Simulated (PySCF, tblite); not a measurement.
**butyldichloroborane (C₄H₉BCl₂): a rotation path, then NMR shifts on frames**

How do NMR shifts of butyldichloroborane (C₄H₉BCl₂) (`CCCCB(Cl)Cl`) change as the atoms move?

Programs: tblite 0.8.0 and PySCF 2.14.0, with density-fitted response routines of our own. Each step states its level of theory. These are calculated values for one molecule in the gas phase, unless marked as measured. Atoms count from 0, in the outputs and in this text.

## Step 1: Starting geometry

16 atoms, charge 0, multiplicity 1; geometry from: GFN2-xTB.

Bonds of the start (Å): C0–C1 1.52, C1–C2 1.53, C2–C3 1.53, C3–B4 1.59, B4–Cl5 1.71, B4–Cl6 1.72, C0–H7 1.09, C0–H8 1.09, C0–H9 1.09, C1–H10 1.09, C1–H11 1.09, C2–H12 1.09, C2–H13 1.09, C3–H14 1.10, C3–H15 1.09.

## Step 2: The rotation path with GFN2-xTB

The job: settings as JSON, then the geometry in Å.

```
{"job": {"kind": "neb", "xc": "GFN2-xTB", "basis": "xTB", "atoms": [1, 2, 3, 4], "turn": 120}, "charge": 0, "multiplicity": 1}
C     -2.319964    -0.282347     0.705232
C     -1.209856    -0.270342    -0.338231
C      0.138539     0.094640     0.278301
C      1.264560     0.086350    -0.762409
B      2.712544     0.436030    -0.216003
Cl     2.996013     0.797870     1.435887
Cl     4.058502     0.454729    -1.291740
H     -2.107739    -1.016750     1.479006
H     -3.273855    -0.532004     0.247050
H     -2.410639     0.693631     1.176510
H     -1.140100    -1.256024    -0.803897
H     -1.455959     0.449304    -1.122217
H      0.375085    -0.614389     1.073850
H      0.072591     1.085330     0.731935
H      1.289988    -0.897793    -1.241858
H      1.002692     0.780708    -1.567586
```

Level: GFN2-xTB climbing-image nudged elastic band, gas phase.

The run is started by

```bash
> OMP_NUM_THREADS=1 python probes_run.py task.json out
```

This one command runs all jobs of the session in turn.

Standard output:

```text
image   E - E0 / eV
  0       0.0000
  1       0.0145
  2       0.0477
  3       0.0836
  4       0.1020
  5       0.0904
  6       0.0545
  7       0.0167
  8       0.0001
```

Run time: 4.1 s. Hardware: 1 thread of Intel Xeon at 2.60GHz, shared host; peak memory 0.19 GiB.

The final band, with the dihedral C1–C2–C3–B4:

| image | dihedral (°) | energy (eV) | energy (kcal/mol) |
| --- | --- | --- | --- |
| 0 | -179 | 0.000 | 0.0 |
| 1 | -166 | 0.015 | 0.3 |
| 2 | -152 | 0.048 | 1.1 |
| 3 | -137 | 0.084 | 1.9 |
| 4 | -123 | 0.102 | 2.4 |
| 5 | -109 | 0.090 | 2.1 |
| 6 | -94 | 0.054 | 1.3 |
| 7 | -78 | 0.017 | 0.4 |
| 8 | -68 | 0.000 | 0.0 |

## Step 3: Nuclear shieldings: image 0, PBE0/pcSseg-1

The job: settings as JSON, then the geometry in Å.

```
{"job": {"kind": "nmr", "xc": "PBE0", "basis": "pcSseg-1", "pop": false}, "charge": 0, "multiplicity": 1}
C     -2.320000    -0.282300     0.705200
C     -1.209900    -0.270300    -0.338200
C      0.138500     0.094600     0.278300
C      1.264600     0.086400    -0.762400
B      2.712500     0.436000    -0.216000
Cl     2.996000     0.797900     1.435900
Cl     4.058500     0.454700    -1.291700
H     -2.107700    -1.016800     1.479000
H     -3.273900    -0.532000     0.247000
H     -2.410600     0.693600     1.176500
H     -1.140100    -1.256000    -0.803900
H     -1.456000     0.449300    -1.122200
H      0.375100    -0.614400     1.073800
H      0.072600     1.085300     0.731900
H      1.290000    -0.897800    -1.241900
H      1.002700     0.780700    -1.567600
```

With the program's defaults for keys left out, this is: GIAO PBE0/pcSseg-1 NMR shielding, non-relativistic, gas phase.

Standard output:

```text
coarse grid: 14264 points
cycle   1  E = -1102.5041455623  dE =  6.613e-01  |g| = 4.285e-01  |ddm| = 3.415e+00
cycle   2  E = -1102.4960098407  dE =  8.136e-03  |g| = 4.804e-01  |ddm| = 7.927e-01
cycle   3  E = -1102.5549848725  dE = -5.898e-02  |g| = 3.960e-02  |ddm| = 4.189e-01
cycle   4  E = -1102.5552902771  dE = -3.054e-04  |g| = 2.022e-02  |ddm| = 5.439e-02
cycle   5  E = -1102.5553902910  dE = -1.000e-04  |g| = 4.815e-03  |ddm| = 2.063e-02
cycle   6  E = -1102.5553959071  dE = -5.616e-06  |g| = 1.326e-03  |ddm| = 5.869e-03
final grid: 127880 points
cycle   7  E = -1102.5946292627  dE = -4.634e-05  |g| = 9.321e-03  |ddm| = 2.601e-02
cycle   8  E = -1102.5946213874  dE =  7.875e-06  |g| = 1.066e-02  |ddm| = 1.745e-02
cycle   9  E = -1102.5946513537  dE = -2.997e-05  |g| = 7.761e-04  |ddm| = 9.721e-03
cycle  10  E = -1102.5946514508  dE = -9.707e-08  |g| = 2.284e-04  |ddm| = 9.187e-04
cycle  11  E = -1102.5946514636  dE = -1.282e-08  |g| = 5.297e-05  |ddm| = 2.392e-04
cycle  12  E = -1102.5946514643  dE = -7.128e-10  |g| = 1.539e-05  |ddm| = 6.146e-05
converged SCF energy = -1102.5946514643

GIAO shielding tensors (ppm)
atom      isotropic    diamagn.    paramagn.     s11        s22        s33       span
  0 C      169.795     245.675     -75.881    157.988    163.598    187.798     29.810
  1 C      156.677     247.352     -90.675    143.387    154.129    172.515     29.127
  2 C      153.410     250.093     -96.683    135.611    149.775    174.842     39.231
  3 C      152.343     251.879     -99.535    133.511    143.696    179.823     46.311
  4 B       35.667     189.316    -153.649    -12.452     35.068     84.385     96.837
  5 Cl     668.097    1147.360    -479.263    366.330    703.947    934.015    567.685
  6 Cl     672.844    1145.381    -472.537    379.062    747.886    891.582    512.520
  7 H       30.713      29.586       1.128     26.567     29.084     36.490      9.923
  8 H       30.440      27.834       2.606     25.606     27.638     38.076     12.470
  9 H       30.727      29.581       1.146     26.556     29.131     36.495      9.940
 10 H       30.477      31.980      -1.503     25.488     30.751     35.192      9.704
 11 H       30.447      31.943      -1.496     25.476     30.653     35.212      9.736
 12 H       30.301      33.600      -3.299     25.234     32.154     33.515      8.281
 13 H       30.291      33.547      -3.256     25.326     32.038     33.510      8.183
 14 H       30.244      31.385      -1.141     25.310     31.381     34.041      8.731
 15 H       30.210      31.334      -1.124     25.302     31.298     34.031      8.729
```

It took 29 s on 1 thread of Intel Xeon at 2.60GHz, shared host; peak memory 0.81 GiB.

Shifts follow as δ = σ(reference) − σ, with reference shieldings (ppm) from runs at the same level and on the same kind of geometry: ¹H TMS 31.72, ¹³C TMS 186.9, ¹¹B BF3·OEt2 100.1, ³⁵Cl HCl 950. The references are single molecules in the gas phase. Each atom is listed at this fixed geometry, with no averaging over motion; a spectrum would average atoms that exchange fast.

| atoms | environment | σ (ppm) | δ (ppm) |
| --- | --- | --- | --- |
| C3 | sp3 CH2 bonded to B | 152.3 | 34.6 |
| C2 | sp3 CH2 | 153.4 | 33.5 |
| C1 | sp3 CH2 | 156.7 | 30.2 |
| C0 | methyl carbon | 169.8 | 17.1 |
| H15 | hydrogen on an sp3 CH2 bonded to B | 30.21 | 1.51 |
| H14 | hydrogen on an sp3 CH2 bonded to B | 30.24 | 1.47 |
| H13 | hydrogen on an sp3 CH2 | 30.29 | 1.43 |
| H12 | hydrogen on an sp3 CH2 | 30.30 | 1.42 |
| H8 | hydrogen on a methyl carbon | 30.44 | 1.28 |
| H11 | hydrogen on an sp3 CH2 | 30.45 | 1.27 |
| H10 | hydrogen on an sp3 CH2 | 30.48 | 1.24 |
| H7 | hydrogen on a methyl carbon | 30.71 | 1.00 |
| H9 | hydrogen on a methyl carbon | 30.73 | 0.99 |
| B4 | boron bonded to C, 2 Cl | 35.7 | 64.4 |
| Cl5 | chlorine bonded to B | 668 | 282 |
| Cl6 | chlorine bonded to B | 673 | 277 |

Orbitals, density, ELF and potential are computed afterwards from the orbital file.

Frontier orbitals at PBE0/pcSseg-1, with the share of their density that lies nearest to each atom:

| orbital | energy (eV) | lies on |
| --- | --- | --- |
| HOMO | -8.70 | Cl6 35 %; C3 16 %; B4 10 % |
| LUMO | -1.13 | B4 59 %; Cl5, Cl6 about 13 % each |

ELF in a plane through or near 8 of the atoms.

Ten even steps from ' ' (0.00) to '@' (1.00):
```
                                                        
                                                        
                                                        
                                                        
                                                        
      ..--++++::      ..        ..                      
      ::**%%%%++    --==..    --==::    ..::            
    ..++%%%%%%**  ..++**==  ..++**==  ::@@@@--          
    --##==**::##--**::--**==**::==++++%%@@@@%%..        
    ==%%**----%%::%%**::@@**%%##::@@++%%@@@@%%..        
    ==##@@##%%**@@::%%**%%----%%**%%##::@@%%==          
    ::**##**----::::==::==::----..==::----::            
            ::##%%%%--  ::++++..  ::++++..              
          ..####----##..  ....      ....                
        ..++%%++##::%%++                                
        ..==%%%%##%%%%++                                
          ::++**####++--                                
            ..::::::..                                  
                                                        
                                                        
```
The map spans 13.7 Å across and 9.3 Å up, centred on the molecule. Atoms in the plane (x, y in Å): C0 (2.4, -0.3), C1 (1.2, 0.6), C2 (-0.1, -0.3), C3 (-1.4, 0.5), B4 (-2.7, -0.3), Cl5 (-2.8, -2.0), Cl6 (-4.2, 0.5), H8 (3.3, 0.4).

log10 of the density (e/Å³) in the same plane.

Values, 10 rows by 14 columns:
```
-4.0 -4.0 -4.0 -4.0 -4.0 -4.0 -4.0 -4.0 -4.0 -4.0 -4.0 -4.0 -4.0 -4.0
-4.0 -4.0 -3.9 -4.0 -4.0 -3.9 -4.0 -3.9 -3.8 -4.0 -4.0 -4.0 -4.0 -4.0
-4.0 -3.5 -2.5 -2.4 -2.8 -2.4 -2.5 -2.5 -2.3 -2.9 -3.8 -4.0 -4.0 -4.0
-3.9 -2.1 -0.9 -0.7 -1.6 -0.8 -1.1 -1.3 -0.7 -1.7 -2.0 -2.8 -4.0 -4.0
-3.2 -1.4  0.2  0.5 -0.5  0.3  0.0 -0.2  1.7 -0.3 -0.1 -1.6 -3.6 -4.0
-3.4 -1.6 -0.1  0.1  1.5  0.0  0.1  0.4 -0.1  1.9 -0.2 -1.7 -3.5 -4.0
-4.0 -2.5 -1.6 -0.7  0.2 -0.7 -0.7 -0.5 -1.4 -0.4 -1.2 -2.5 -4.0 -4.0
-4.0 -3.8 -2.0 -0.3  2.0 -0.3 -1.7 -1.8 -2.3 -1.9 -2.3 -3.4 -4.0 -4.0
-4.0 -4.0 -2.6 -1.2 -0.6 -1.2 -2.5 -3.4 -3.7 -3.5 -3.8 -4.0 -4.0 -4.0
-4.0 -4.0 -4.0 -2.8 -2.4 -2.8 -4.0 -4.0 -4.0 -4.0 -4.0 -4.0 -4.0 -4.0
```
The map spans 13.7 Å across and 9.3 Å up, centred on the molecule. Atoms in the plane (x, y in Å): C0 (2.4, -0.3), C1 (1.2, 0.6), C2 (-0.1, -0.3), C3 (-1.4, 0.5), B4 (-2.7, -0.3), Cl5 (-2.8, -2.0), Cl6 (-4.2, 0.5), H8 (3.3, 0.4).

On the surface of density 0.002 e/bohr³ the electrostatic potential runs, from the 1st to the 99th percentile, from -0.47 V near Cl6 to 1.11 V near B4.

## Step 4: Shielding tensors: image 2, PBE0/pcSseg-1

The job: settings as JSON, then the geometry in Å.

```
{"job": {"kind": "nmr", "xc": "PBE0", "basis": "pcSseg-1", "pop": false}, "charge": 0, "multiplicity": 1}
C     -2.292000    -0.344600     0.724400
C     -1.183600    -0.340000    -0.321500
C      0.089800     0.301800     0.226000
C      1.241700     0.290800    -0.791100
B      2.710800     0.260300    -0.190200
Cl     3.011300     0.212700     1.498600
Cl     4.066800     0.215300    -1.250600
H     -1.965200    -0.880100     1.612900
H     -3.184200    -0.831500     0.339300
H     -2.552300     0.670100     1.016100
H     -0.965100    -1.370700    -0.611100
H     -1.517500     0.192000    -1.214600
H      0.390200    -0.245800     1.120500
H     -0.121200     1.328700     0.529500
H      1.127500    -0.590200    -1.431900
H      1.135500     1.140100    -1.472300
```

Level: GIAO PBE0/pcSseg-1 NMR shielding, non-relativistic, gas phase.

Standard output:

```text
coarse grid: 14264 points
cycle   1  E = -1102.5031074036  dE =  6.629e-01  |g| = 4.276e-01  |ddm| = 3.412e+00
cycle   2  E = -1102.4950915235  dE =  8.016e-03  |g| = 4.789e-01  |ddm| = 7.922e-01
cycle   3  E = -1102.5537311378  dE = -5.864e-02  |g| = 3.941e-02  |ddm| = 4.190e-01
cycle   4  E = -1102.5540343253  dE = -3.032e-04  |g| = 2.012e-02  |ddm| = 5.469e-02
cycle   5  E = -1102.5541334422  dE = -9.912e-05  |g| = 4.795e-03  |ddm| = 2.056e-02
cycle   6  E = -1102.5541390120  dE = -5.570e-06  |g| = 1.332e-03  |ddm| = 5.851e-03
final grid: 127880 points
cycle   7  E = -1102.5925082035  dE = -4.551e-05  |g| = 9.151e-03  |ddm| = 2.593e-02
cycle   8  E = -1102.5925007767  dE =  7.427e-06  |g| = 1.040e-02  |ddm| = 1.680e-02
cycle   9  E = -1102.5925293236  dE = -2.855e-05  |g| = 7.930e-04  |ddm| = 9.528e-03
cycle  10  E = -1102.5925294265  dE = -1.029e-07  |g| = 2.317e-04  |ddm| = 9.358e-04
cycle  11  E = -1102.5925294397  dE = -1.323e-08  |g| = 5.272e-05  |ddm| = 2.433e-04
cycle  12  E = -1102.5925294404  dE = -7.069e-10  |g| = 1.502e-05  |ddm| = 6.102e-05
converged SCF energy = -1102.5925294404

GIAO shielding tensors (ppm)
atom      isotropic    diamagn.    paramagn.     s11        s22        s33       span
  0 C      169.604     245.795     -76.191    157.557    163.200    188.053     30.496
  1 C      156.555     247.744     -91.188    139.111    157.655    172.899     33.788
  2 C      154.603     249.832     -95.230    135.683    152.468    175.657     39.973
  3 C      153.362     251.607     -98.245    130.085    148.975    181.027     50.942
  4 B       35.481     189.411    -153.929    -12.756     35.569     83.631     96.387
  5 Cl     668.183    1147.472    -479.289    366.535    700.490    937.523    570.988
  6 Cl     674.067    1145.426    -471.359    381.548    745.382    895.271    513.723
  7 H       30.742      29.796       0.946     26.413     29.507     36.306      9.893
  8 H       30.461      27.927       2.534     25.675     27.605     38.102     12.426
  9 H       30.763      29.482       1.281     26.690     28.837     36.762     10.072
 10 H       30.621      32.221      -1.600     25.921     30.869     35.072      9.150
 11 H       30.303      31.800      -1.498     25.193     30.477     35.238     10.045
 12 H       30.015      33.694      -3.680     23.689     30.824     35.530     11.841
 13 H       30.359      33.194      -2.835     26.148     30.528     34.402      8.254
 14 H       30.542      31.593      -1.051     25.036     32.549     34.040      9.004
 15 H       29.867      30.711      -0.844     24.958     30.428     34.214      9.256
```

Run time: 22 s. Hardware: 1 thread of Intel Xeon at 2.60GHz, shared host; peak memory 0.83 GiB.

In short: δ C3 33.6, C2 32.3, C1 30.4, C0 17.3, H15 1.85, H12 1.70 ppm.

(Part 1 of 2 ends here.)
